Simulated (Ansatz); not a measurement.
# GeP5: the cost of one run

Computed with Ansatz 0.2.0 (DFT PBE, scalar-relativistic, plane waves, PAW, unless a step's input says otherwise).

1 further run of the same task is left out (set aside as unsound or not needed). Runs told in other sessions of the task aren't counted.

## 1. The starting structure

Symmetry: F-43m, No. 216, cubic system. The conventional cell has a = 7.413 Å, b = 7.413 Å, c = 7.413 Å, α = 90.00°, β = 90.00°, γ = 90.00°. Ge (site symmetry -43m) is surrounded by 16 P at 3.11 to 3.21 Å. Around P (site symmetry -43m) lie 12 P at 3.05 Å and 4 Ge at 3.21 Å. Around P (site symmetry 3m) lie 9 P at 2.34 to 3.05 Å and 3 Ge at 3.11 Å.

Structure file:

```xyz
6
Lattice="0.0000 3.7066 3.7066 3.7066 0.0000 3.7066 3.7066 3.7066 0.0000" Properties=species:S:1:pos:R:3 pbc="T T T"
Ge    0.0000    0.0000    0.0000
P     1.8533    1.8533    1.8533
P     4.5323    4.5323    4.5323
P     4.5323    2.8810    2.8810
P     2.8810    2.8810    4.5323
P     2.8810    4.5323    2.8810
```

The cell was relaxed beforehand at this level, from a database cell with other species swapped in; it is a trial structure. At a tolerance of 0.05 Å it has space group F-43m (No. 216); it has 16.98 Å³/atom, an uncorrected energy of +0.73 eV/atom over the elements.

## 2. Electronic structure at the relaxed geometry

Contents of input.yaml:

```yaml
crystal:
  lattice:
    - [0.0, 3.7066400119, 3.7066400119]
    - [3.7066400119, 0.0, 3.7066400119]
    - [3.7066400119, 3.7066400119, 0.0]
  atoms:
    - { symbol: Ge, position: [0.0, 0.0, 0.0] }
    - { symbol: P, position: [0.25, 0.25, 0.25] }
    - { symbol: P, position: [0.6113756436, 0.6113756436, 0.6113756436] }
    - { symbol: P, position: [0.1658730693, 0.6113756436, 0.6113756436] }
    - { symbol: P, position: [0.6113756436, 0.6113756436, 0.1658730693] }
    - { symbol: P, position: [0.6113756436, 0.1658730693, 0.6113756436] }
basis:
  ecutwfc: 420
kpoints:
  mp_grid: { grid: [10, 10, 10] }
  band_path:
    path:
      - [[0.0, 0.0, 0.0], [-0.5, -0.5, 0.0], [-0.375, -0.375, 0.25]]
      - [[-0.375, 0.0, 0.375], [0.0, 0.0, 0.0], [0.0, 0.0, 0.5], [-0.5, -0.25, 0.25], [-0.5, -0.5, 0.0]]
    npoints: 14
hamiltonian:
  xc: pbe
scf:
  occupations: { method: gaussian, width: 0.1 }
  n_extra_bands: 15
output:
  forces: true
  stress: true
  eigenvalues: true
  populations: true
  dos: { projected: true, de: 0.02, nscf_kmesh: { grid: [12, 12, 12] } }
  bader: true
  write_density: true
  write_potential: true
  elf: true
  volumetric_format: npy
```

The run is started by

```sh
> ansatz run input.yaml --threads 1 --pin off --max-ram 2560MiB --backend cpu --events-out ev --progress --plain --runs-dir out
```

**Question.** How long does this run take on 1 thread of Intel Xeon at 2.50GHz (Skylake/Cascade Lake), shared host, and how much memory does it need?

About 2.3 min, with a peak of 0.5 GiB.
